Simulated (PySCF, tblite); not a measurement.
**C5H7FO: a rotation path, then NMR shifts on frames, part 1 of 2**

How do NMR shifts of C5H7FO (`C/C=C(/F)C(C)=O`) change as the atoms move?

Computed with tblite 0.8.0 and PySCF 2.14.0, with density-fitted response routines of our own, on a single molecule in the gas phase. Atoms are numbered from 0 throughout.

## Step 1: The molecule as given

14 atoms, charge 0, multiplicity 1; geometry from: GFN2-xTB.

Bonds of the start (Å): C0–C1 1.48, C1–C2 1.33, C2–F3 1.36, C2–C4 1.48, C4–C5 1.50, C4–O6 1.21, C0–H7 1.08, C0–H8 1.09, C0–H9 1.09, C1–H10 1.08, C5–H11 1.09, C5–H12 1.09, C5–H13 1.09.

## Step 2: A band between two rotamers with GFN2-xTB

Job settings and geometry (Å):

```
{"job": {"kind": "neb", "xc": "GFN2-xTB", "basis": "xTB", "atoms": [3, 2, 4, 5], "turn": 180}, "charge": 0, "multiplicity": 1}
C     -2.248515    -0.302463     0.055459
C     -1.265977     0.805318     0.015035
C      0.063482     0.686261     0.002782
F      0.792424     1.836928    -0.036917
C      0.890394    -0.539716     0.012311
C      2.370711    -0.290001    -0.074816
O      0.409741    -1.649168     0.081108
H     -1.765099    -1.267530    -0.050160
H     -2.784125    -0.274497     1.004655
H     -2.984346    -0.165433    -0.735857
H     -1.670406     1.810874    -0.003589
H      2.688749     0.334215     0.758679
H      2.906601    -1.234778    -0.057397
H      2.595688     0.249518    -0.993458
```

Method: GFN2-xTB climbing-image nudged elastic band, gas phase.

The run is started by

```sh
> OMP_NUM_THREADS=1 python probes_run.py task.json out
```

One launch serves the whole session: the jobs run in the order shown.

Output:

```text
image   E - E0 / eV
  0      -0.0000
  1       0.0232
  2       0.0952
  3       0.2000
  4       0.2835
  5       0.3100
  6       0.3286
  7       0.3189
  8       0.3079
```

Run time: 8.6 s. Hardware: 1 thread, shared host.

The final band, with the dihedral F3–C2–C4–C5:

```tsv
image	dihedral (°)	energy (eV)	energy (kcal/mol)
0	-2	0.000	0.0
1	18	0.023	0.5
2	38	0.095	2.2
3	60	0.200	4.6
4	84	0.284	6.5
5	111	0.310	7.1
6	135	0.329	7.6
7	153	0.319	7.4
8	177	0.308	7.1
```

## Step 3: NMR shieldings: image 0, PBE0/pcSseg-1

Job settings and geometry (Å):

```
{"job": {"kind": "nmr", "xc": "PBE0", "basis": "pcSseg-1", "pop": false}, "charge": 0, "multiplicity": 1}
C     -2.248500    -0.302500     0.055500
C     -1.266000     0.805300     0.015000
C      0.063500     0.686300     0.002800
F      0.792400     1.836900    -0.036900
C      0.890400    -0.539700     0.012300
C      2.370700    -0.290000    -0.074800
O      0.409700    -1.649200     0.081100
H     -1.765100    -1.267500    -0.050200
H     -2.784100    -0.274500     1.004700
H     -2.984300    -0.165400    -0.735900
H     -1.670400     1.810900    -0.003600
H      2.688700     0.334200     0.758700
H      2.906600    -1.234800    -0.057400
H      2.595700     0.249500    -0.993500
```

Method: GIAO PBE0/pcSseg-1 NMR shielding, non-relativistic, gas phase.

Output:

```text
coarse grid: 11944 points
cycle   1  E = -369.1284357426  dE =  9.768e-01  |g| = 8.891e-01  |ddm| = 3.317e+00
cycle   2  E = -368.6599738354  dE =  4.685e-01  |g| = 1.791e+00  |ddm| = 2.631e+00
cycle   3  E = -369.2721756189  dE = -6.122e-01  |g| = 2.056e-01  |ddm| = 2.072e+00
cycle   4  E = -369.2801303827  dE = -7.955e-03  |g| = 7.769e-02  |ddm| = 2.186e-01
cycle   5  E = -369.2810494040  dE = -9.190e-04  |g| = 2.329e-02  |ddm| = 6.741e-02
cycle   6  E = -369.2811601919  dE = -1.108e-04  |g| = 5.877e-03  |ddm| = 2.163e-02
cycle   7  E = -369.2811663683  dE = -6.176e-06  |g| = 2.222e-03  |ddm| = 5.760e-03
final grid: 116456 points
cycle   8  E = -369.3411417328  dE = -1.973e-05  |g| = 1.274e-02  |ddm| = 3.213e-02
cycle   9  E = -369.3410539001  dE =  8.783e-05  |g| = 2.508e-02  |ddm| = 2.873e-02
cycle  10  E = -369.3411731533  dE = -1.193e-04  |g| = 2.177e-03  |ddm| = 2.074e-02
cycle  11  E = -369.3411741661  dE = -1.013e-06  |g| = 2.258e-04  |ddm| = 1.789e-03
cycle  12  E = -369.3411741720  dE = -5.896e-09  |g| = 1.348e-04  |ddm| = 2.864e-04
cycle  13  E = -369.3411741746  dE = -2.606e-09  |g| = 2.270e-05  |ddm| = 1.067e-04
cycle  14  E = -369.3411741747  dE = -9.391e-11  |g| = 7.959e-06  |ddm| = 2.689e-05
converged SCF energy = -369.3411741747

GIAO shielding tensors (ppm)
atom      isotropic    diamagn.    paramagn.     s11        s22        s33       span
  0 C      172.747     248.677     -75.930    153.089    179.723    185.428     32.339
  1 C       56.099     258.414    -202.315    -31.894     45.723    154.469    186.363
  2 C       24.572     256.870    -232.297    -69.872     66.397     77.191    147.063
  3 F      296.050     477.274    -181.224    235.580    325.490    327.080     91.500
  4 C      -14.273     248.131    -262.404   -103.111    -30.375     90.667    193.778
  5 C      155.336     251.638     -96.302    135.285    143.828    186.894     51.609
  6 O     -313.552     403.067    -716.619   -902.263   -380.078    341.685   1243.948
  7 H       27.660      30.696      -3.036     21.261     27.893     33.825     12.564
  8 H       29.942      28.336       1.606     25.919     27.662     36.245     10.326
  9 H       30.084      28.149       1.935     25.919     27.952     36.381     10.462
 10 H       25.519      31.434      -5.915     22.914     24.317     29.326      6.412
 11 H       29.143      29.262      -0.119     25.572     29.207     32.650      7.077
 12 H       29.650      28.659       0.991     26.435     28.021     34.494      8.059
 13 H       29.189      29.300      -0.111     25.768     29.093     32.707      6.939
```

Run time: 58 s. Hardware: 1 thread, shared host.

Shifts follow as δ = σ(reference) − σ, with reference shieldings (ppm) from runs at the same level and on the same kind of geometry: 1H TMS 31.72, 13C TMS 186.9, 19F CFCl3 170.9, 17O H2O 336.1. The references are single molecules in the gas phase, so shifts against H2O, NH3, PH3, H3PO4 or CFCl3 are not on the usual liquid scales and can be off by tens of ppm. Each atom is listed at this fixed geometry, with no averaging over motion; a spectrum would average atoms that exchange fast.

```tsv
atoms	environment	σ (ppm)	δ (ppm)
C4	ketone carbonyl carbon	-14.3	201.2
C2	α carbon of a C=C–C=O unit	24.6	162.4
C1	β carbon of a C=C–C=O unit	56.1	130.8
C5	methyl carbon α to a carbonyl	155.3	31.6
C0	allylic methyl carbon	172.7	14.2
H10	hydrogen on a β carbon of a C=C–C=O unit	25.52	6.20
H7	hydrogen on an allylic methyl carbon	27.66	4.06
H11	hydrogen on a methyl carbon α to a carbonyl	29.14	2.57
H13	hydrogen on a methyl carbon α to a carbonyl	29.19	2.53
H12	hydrogen on a methyl carbon α to a carbonyl	29.65	2.07
H8	hydrogen on an allylic methyl carbon	29.94	1.77
H9	hydrogen on an allylic methyl carbon	30.08	1.63
F3	vinylic fluorine	296.0	-125.1
O6	ketone oxygen	-313.6	649.6
```

Orbitals, density, ELF and potential are computed afterwards from the orbital file.

Frontier orbitals at PBE0/pcSseg-1, with the share of their density that lies nearest to each atom:

```tsv
orbital	energy (eV)	lies on
HOMO	-7.54	O6 55 %; C2 11 %; C5 8 %
LUMO	-1.72	C1, C4 about 25 % each; O6 21 %; C2 11 %
```

ELF in a plane through or near 10 of the atoms.

Ten even steps from ' ' (0.00) to '@' (1.00):
```
                                                        
                                                        
                                                        
                      ::----::    ::--::                
                  ..==**%%##++  ..@@@@@@++              
                  ::####**%%++  ++@@@@@@@@..            
                  ::####==##--..**@@@@@@%%              
            ....    --**##++--**++%%@@%%::              
          ..==**++--  ::++**--%%..##**++....            
          ::++==--++****@@**--**++##@@##++==::          
        ..--++  ==**@@..==##--..--##------**--..        
        ++@@@@%%++####++::--..  ..##====--**--          
      ..%%@@@@@@++..::##**%%%%::--@@@@@@==::            
        ##@@@@@@..  ==%%++##@@==..@@@@@@==              
        ..##%%==    ##@@%%%%%%==  ##@@%%::              
                  ..++####**++::    --::                
                    ::----::..                          
                                                        
                                                        
                                                        
```
The map spans 11.1 Å across and 8.9 Å up, centred on the molecule. Atoms in the plane (x, y in Å): C0 (2.2, -0.4), C1 (1.3, 0.7), C2 (0.0, 0.7), F3 (-0.7, 1.9), C4 (-0.9, -0.5), C5 (-2.4, -0.2), O6 (-0.5, -1.6), H7 (1.7, -1.4), H10 (1.8, 1.7), H12 (-3.0, -1.1).

On the surface of density 0.002 e/bohr³ the electrostatic potential runs, from the 1st to the 99th percentile, from -1.50 V near O6 to 1.00 V near H10.

## Step 4: NMR shieldings: image 3, PBE0/pcSseg-1

Job settings and geometry (Å):

```
{"job": {"kind": "nmr", "xc": "PBE0", "basis": "pcSseg-1", "pop": false}, "charge": 0, "multiplicity": 1}
C     -1.996600    -0.285800     0.398200
C     -1.212600     0.848000    -0.160200
C      0.037000     0.756700    -0.590900
F      0.696500     1.877500    -0.988700
C      0.895500    -0.474900    -0.624500
C      2.107700    -0.372900     0.258000
O      0.602700    -1.453200    -1.262000
H     -1.463500    -1.226100     0.296700
H     -2.193500    -0.100400     1.455000
H     -2.958200    -0.365100    -0.104200
H     -1.687700     1.819500    -0.159800
H      1.767800    -0.287600     1.290400
H      2.727500    -1.258600     0.150200
H      2.676700     0.522700     0.019800
```

Level: GIAO PBE0/pcSseg-1 NMR shielding, non-relativistic, gas phase.

Output:

```text
coarse grid: 11944 points
cycle   1  E = -369.1173426133  dE =  9.769e-01  |g| = 8.930e-01  |ddm| = 3.311e+00
cycle   2  E = -368.6526023929  dE =  4.647e-01  |g| = 1.799e+00  |ddm| = 2.382e+00
cycle   3  E = -369.2644973058  dE = -6.119e-01  |g| = 1.950e-01  |ddm| = 1.853e+00
cycle   4  E = -369.2716603659  dE = -7.163e-03  |g| = 7.603e-02  |ddm| = 2.047e-01
cycle   5  E = -369.2725397632  dE = -8.794e-04  |g| = 2.268e-02  |ddm| = 6.370e-02
cycle   6  E = -369.2726394865  dE = -9.972e-05  |g| = 5.380e-03  |ddm| = 2.009e-02
cycle   7  E = -369.2726445748  dE = -5.088e-06  |g| = 1.299e-03  |ddm| = 4.677e-03
final grid: 116456 points
cycle   8  E = -369.3314301091  dE = -2.163e-05  |g| = 1.240e-02  |ddm| = 2.619e-02
cycle   9  E = -369.3313541438  dE =  7.597e-05  |g| = 2.372e-02  |ddm| = 2.585e-02
cycle  10  E = -369.3314596751  dE = -1.055e-04  |g| = 2.380e-03  |ddm| = 1.831e-02
cycle  11  E = -369.3314608365  dE = -1.161e-06  |g| = 3.709e-04  |ddm| = 1.862e-03
cycle  12  E = -369.3314608546  dE = -1.818e-08  |g| = 1.890e-04  |ddm| = 4.617e-04
cycle  13  E = -369.3314608616  dE = -6.948e-09  |g| = 3.541e-05  |ddm| = 1.568e-04
cycle  14  E = -369.3314608618  dE = -2.548e-10  |g| = 1.339e-05  |ddm| = 3.350e-05
converged SCF energy = -369.3314608618

GIAO shielding tensors (ppm)
atom      isotropic    diamagn.    paramagn.     s11        s22        s33       span
  0 C      173.687     248.882     -75.195    158.984    176.191    185.885     26.902
  1 C       73.017     259.411    -186.394    -16.664     75.319    160.396    177.060
  2 C       20.584     256.700    -236.117    -84.974     66.205     80.519    165.493
  3 F      289.418     476.383    -186.965    210.413    313.002    344.839    134.426
  4 C      -16.056     248.912    -264.968   -112.527    -32.147     96.507    209.034
  5 C      154.590     253.409     -98.819    129.564    143.373    190.833     61.270
  6 O     -372.835     400.540    -773.375  -1020.516   -434.000    336.011   1356.527
  7 H       29.783      31.647      -1.864     25.247     30.401     33.701      8.453
  8 H       30.118      29.458       0.661     25.859     27.816     36.679     10.819
  9 H       29.929      28.194       1.734     25.889     27.181     36.716     10.827
 10 H       26.150      31.311      -5.161     23.861     25.920     28.669      4.808
 11 H       29.471      30.735      -1.265     26.661     29.136     32.615      5.954
 12 H       29.559      28.984       0.575     26.545     27.570     34.562      8.017
 13 H       28.732      29.098      -0.366     25.088     29.405     31.704      6.616
```

It took 42 s on 1 thread, shared host.

Key values: δ C4 203.0, C2 166.3, C1 113.9, C5 32.3, H10 5.57, H13 2.98 ppm.

(Continued in part 2 of 2.)
